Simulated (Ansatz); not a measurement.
# CH4F2OSi: up Jacob's ladder to CCSD(T)

An exercise on one series of results from a longer session: the logs are not shown, and one member is left open.

Method: functionals in def2-TZVPP, the program's frozen cores in correlated methods; program: Ansatz 0.2.0, Gaussian basis.

Plan: PBE-D4, r2SCAN-D4, PBE0-D4, B3LYP-D4, ωB97X-V, ωB97M-V, B2PLYP; CCSD(T)/def2-TZVPP; MP2/def2-QZVPP; extrapolation to the limit.

## The relaxed structure

The geometry comes from an earlier relaxation with PBE0-D4 in a triple-zeta def2 set; it is a stationary point, not always the lowest conformer.

SMILES `OC(F)(F)[SiH3]`, 9 atoms, charge 0, spin multiplicity 1.

Atoms are counted from 1 here; the program's logs count them from 0.

Bond lengths: O1–C2 1.352 Å, O1–H6 0.968 Å, C2–F3 1.371 Å, C2–F4 1.371 Å, C2–Si5 1.928 Å, Si5–H7 1.481 Å, Si5–H8 1.481 Å, Si5–H9 1.481 Å. Angles: C2–O1–H6 108.9°, O1–C2–F3 110.0°, O1–C2–F4 110.0°, O1–C2–Si5 111.2°, F3–C2–F4 104.2°, F3–C2–Si5 110.6°, F4–C2–Si5 110.6°, C2–Si5–H7 107.1°, C2–Si5–H8 108.0°, C2–Si5–H9 108.0°, H7–Si5–H8 111.1°, H7–Si5–H9 111.1°, H8–Si5–H9 111.2°.

The first run:

in.yaml reads:

```yaml
crystal:
  periodic: [false, false, false]
  atoms:
    - {symbol: O, position_ang: [0.387320, 1.583424, -0.082924]}
    - {symbol: C, position_ang: [0.217595, 0.334287, -0.570554]}
    - {symbol: F, position_ang: [1.384368, -0.109695, -1.136743]}
    - {symbol: F, position_ang: [-0.674416, 0.355298, -1.611206]}
    - {symbol: Si, position_ang: [-0.373641, -0.877473, 0.807149]}
    - {symbol: H, position_ang: [0.683140, 2.162553, -0.799720]}
    - {symbol: H, position_ang: [-0.527767, -2.209179, 0.178170]}
    - {symbol: H, position_ang: [-1.667064, -0.381185, 1.330428]}
    - {symbol: H, position_ang: [0.658864, -0.904430, 1.868402]}
basis:
  gaussian: {orbitals: def2-TZVPP}
hamiltonian: {xc: pbe, dispersion: d4}
output: {forces: true, orbitals: {seedname: orbitals}}
```

Run with:

```bash
> ansatz run in.yaml --threads 4 --pin off --events-out ev --progress --plain --max-ram 10444MiB
```

Among the steps run: PBE-D4 (GGA); r2SCAN-D4 (meta-GGA); PBE0-D4 (hybrid); B3LYP-D4 (hybrid); ωB97X-V (range-separated); ωB97M-V (range-separated); B2PLYP (double hybrid); CCSD(T) in def2-TZVPP; MP2 in def2-QZVPP.

One of the session's tables, all rows but one given; the rest of the session is left out.

It belongs to the step «Atomisation energies». 

| method | atomisation energy (kJ/mol) |
| --- | --- |
| PBE-D4 | ? |
| r2SCAN-D4 | 3167.1 |
| PBE0-D4 | 3138.9 |
| B3LYP-D4 | 3140.7 |
| ωB97X-V | 3176.2 |
| ωB97M-V | 3169.6 |
| B2PLYP | 3113.1 |
| HF/def2-TZVPP | 2192.6 |
| MP2/def2-TZVPP | 3147.3 |
| CCSD/def2-TZVPP | 3012.4 |
| CCSD(T)/def2-TZVPP | 3067.0 |
| MP2/CBS | 3240.9 |
| CCSD(T)/CBS | 3160.7 |

Q: Estimate the row for PBE-D4 from the others.

As computed: atomisation energy (kJ/mol): 3232.8. In the column «atomisation energy (kJ/mol)» it lies between ωB97X-V (3176.2) and MP2/CBS (3240.9).

To keep in mind: Free atoms (1 O, 1 C, 2 F, 1 Si, 4 H) were run apart at each level; the atomisation energy is their sum less the molecule, without zero-point or spin-orbit terms.
